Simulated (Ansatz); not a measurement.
# C2H7NSi (SMILES NC1C[SiH2]1) at MP2/def2-SVP

What is the electronic atomisation energy of C2H7NSi at MP2/def2-SVP? 

The calculation is run with Ansatz 0.2.0.

61 further runs of the same task are left out: 61 set aside as unsound or not needed.

## (1) The system as given

C2H7NSi has 11 atoms, charge 0, and is taken as a singlet. SMILES: `NC1C[SiH2]1`. Geometry: relaxed at PBE0-D4/def2-TZVP. This is one conformer, not always the lowest.

Bond lengths: N1–C2 1.437 Å, C2–C3 1.539 Å, C2–Si4 1.862 Å, C3–Si4 1.848 Å, N1–H5 1.011 Å, N1–H6 1.014 Å, C2–H7 1.094 Å, C3–H8 1.085 Å, C3–H9 1.086 Å, Si4–H10 1.479 Å, Si4–H11 1.476 Å. Some angles: N1–C2–C3 114.5°, N1–C2–Si4 118.4°, C3–C2–Si4 65.0°, C2–C3–Si4 65.9°, C2–Si4–C3 49.0°, N1–C2–H7 118.0°, C3–C2–H7 113.0°, Si4–C2–H7 116.4°, C2–N1–H5 111.6°, C2–N1–H6 111.3°.

## (2) A single-point energy at MP2/def2-SVP

The input, molecule.yaml:

```yaml
crystal:
  periodic: [false, false, false]
  atoms:
    - {symbol: "N", position_ang: [-1.337200, 0.826100, -0.314200]}
    - {symbol: C, position_ang: [0.048100, 0.587400, -0.015100]}
    - {symbol: C, position_ang: [0.296100, -0.519700, 1.025200]}
    - {symbol: Si, position_ang: [0.845000, -0.955900, -0.685100]}
    - {symbol: H, position_ang: [-1.450400, 1.288300, -1.206000]}
    - {symbol: H, position_ang: [-1.774000, 1.401500, 0.397500]}
    - {symbol: H, position_ang: [0.701400, 1.454200, 0.118600]}
    - {symbol: H, position_ang: [1.025100, -0.311700, 1.801300]}
    - {symbol: H, position_ang: [-0.607900, -0.997000, 1.390600]}
    - {symbol: H, position_ang: [2.288700, -0.939900, -1.005500]}
    - {symbol: H, position_ang: [0.030300, -1.890100, -1.486800]}
basis:
  gaussian: {orbitals: def2-SVP}
correlation: {method: mp2, frozen_orbitals: {C: 1, H: 0, "N": 1, Si: 5}}
accuracy: high
```

Started as:

```
$ ansatz run molecule.yaml --threads 1 --pin off --max-ram 3480MiB --events-out events.jsonl --progress --plain --runs-dir runs
```

Output:

```text
Warning: RAYON_NUM_THREADS=1 ignored (pool sized by the plan → 1); use --threads N
Functional definition: HF
  name "HF"
  exchange = exact_x
  correlation = 0
2284 factors; integrals over basis functions are off by at most 3.9e-9 eV
mean field evaluation 1: about -11505.7904 eV, gradient 3.3e1 eV
mean field evaluation 2: about -11505.7958 eV, gradient 3.3e1 eV
mean field evaluation 4: about -11508.7472 eV, gradient 3.4e0 eV
mean field evaluation 8: about -11508.7875 eV, gradient 1.5e-4 eV
mean field -11508.78749047 eV, -422.9401393385 hartree, gradient 2.1e-8 eV, S^2 0.000000; 0 other end points of the search recorded, 0 dependent functions left out
8 core orbitals not correlated: weight in the atoms' cores, before any rotation towards them, 1.000 or more for the frozen orbitals, at most 0.000 for the correlated occupied ones
reference -11508.78749047 eV, -422.9401393385 hartree; 12, 12 occupied and 75, 75 virtual orbitals, 2284 factors
second order -15.00669604 eV of doubles, -0.00000000 eV of singles
Total energy: -11523.79418652 eV, -423.4916252462 hartree
```

Wall time 3.6 s (1 thread of Arm Neoverse V2, shared host); peak memory 0.28 GiB.

## (3) The C atom

The input, molecule.yaml:

```yaml
crystal:
  periodic: [false, false, false]
  atoms:
    - {symbol: C, position_ang: [0.000000, 0.000000, 0.000000]}
basis:
  gaussian: {orbitals: def2-SVP}
magnetization: {spin_polarized: true, initial_magnetization: 2}
correlation: {method: mp2, frozen_orbitals: {C: 1}}
accuracy: high
```

Run the same way, it converges to -37.69532 Eh (log not shown).

## (4) The H atom: a single-point energy at UHF/def2-SVP

The input, input.yaml:

```yaml
basis:
  gaussian:
    orbitals: def2-SVP
crystal:
  periodic: [false, false, false]
  atoms:
    - {symbol: H, position_ang: [0.000000, 0.000000, 0.000000]}
magnetization:
  spin_polarized: true
  initial_magnetization: 1
hamiltonian:
  xc: hf
accuracy: high
```

Run the same way, it converges to -0.49928 Eh (log not shown).

## (5) The N atom

The input, molecule.yaml:

```yaml
crystal:
  periodic: [false, false, false]
  atoms:
    - {symbol: N, position_ang: [0.000000, 0.000000, 0.000000]}
basis:
  gaussian: {orbitals: def2-SVP}
magnetization: {spin_polarized: true, initial_magnetization: 3}
correlation: {method: mp2, frozen_orbitals: {"N": 1}}
accuracy: high
```

Run the same way, it converges to -54.40612 Eh (log not shown).

## (6) The Si atom at the same level

The input, molecule.yaml:

```yaml
crystal:
  periodic: [false, false, false]
  atoms:
    - {symbol: Si, position_ang: [0.000000, 0.000000, 0.000000]}
basis:
  gaussian: {orbitals: def2-SVP}
magnetization: {spin_polarized: true, initial_magnetization: 2}
correlation: {method: mp2, frozen_orbitals: {Si: 5}}
accuracy: high
```

Started as:

```
$ ansatz run molecule.yaml --threads 1 --pin off --max-ram 3480MiB --events-out events.jsonl --progress --plain --runs-dir runs
```

Output:

```text
Warning: RAYON_NUM_THREADS=1 ignored (pool sized by the plan → 1); use --threads N
[... 4 set-up lines as earlier in the session ...]
134 factors; integrals over basis functions are off by at most 2.5e-9 eV
mean field evaluation 1: about -7857.1876 eV, gradient 3.6e0 eV
mean field evaluation 2: about -7857.1927 eV, gradient 3.7e0 eV
mean field evaluation 4: about -7857.3733 eV, gradient 1.4e-1 eV
mean field evaluation 8: about -7857.3729 eV, gradient 3.3e-8 eV
mean field evaluation 16: about -7857.3720 eV, gradient 3.2e-1 eV
mean field evaluation 32: about -7857.3729 eV, gradient 3.1e-4 eV
mean field -7857.37290870 eV, -288.7531284761 hartree, gradient 4.4e-8 eV, S^2 2.008908; 3 other end points of the search recorded, 0 dependent functions left out
5 core orbitals not correlated: weight in the atoms' cores, before any rotation towards them, 1.000 or more for the frozen orbitals, at most 0.000 for the correlated occupied ones
reference -7857.37290870 eV, -288.7531284761 hartree; 3, 1 occupied and 10, 12 virtual orbitals, 134 factors
second order -1.18344066 eV of doubles, -0.00000000 eV of singles
Total energy: -7858.55634936 eV, -288.7966191182 hartree
```

Run time: 0.08 s. Hardware: 1 thread of Arm Neoverse V2, shared host.

## (7) Results

Level: MP2/def2-SVP, 8 core orbitals frozen.

| quantity | value |
| --- | --- |
| molecule: total energy | -423.49163 Eh |
| molecule: correlation energy (8 core orbitals frozen) | -551.5 mEh |
| C atom: total energy | -37.69532 Eh |
| C atom: correlation energy (1 core orbital frozen) | -50.1 mEh |
| C atom: ⟨S²⟩ of the reference determinant | 2.007 |
| H atom: total energy | -0.49928 Eh |
| H atom: ⟨S²⟩ | 0.750 |
| N atom: total energy | -54.40612 Eh |
| N atom: correlation energy (1 core orbital frozen) | -69.6 mEh |
| N atom: ⟨S²⟩ of the reference determinant | 3.757 |
| Si atom: total energy | -288.79662 Eh |
| Si atom: correlation energy (5 core orbitals frozen) | -43.5 mEh |
| Si atom: ⟨S²⟩ of the reference determinant | 2.009 |
| electronic atomisation energy | 38.186 eV |

In words: Taking the molecule apart into free atoms costs 38.19 eV (881 kcal/mol), before zero-point energy and without spin-orbit coupling.
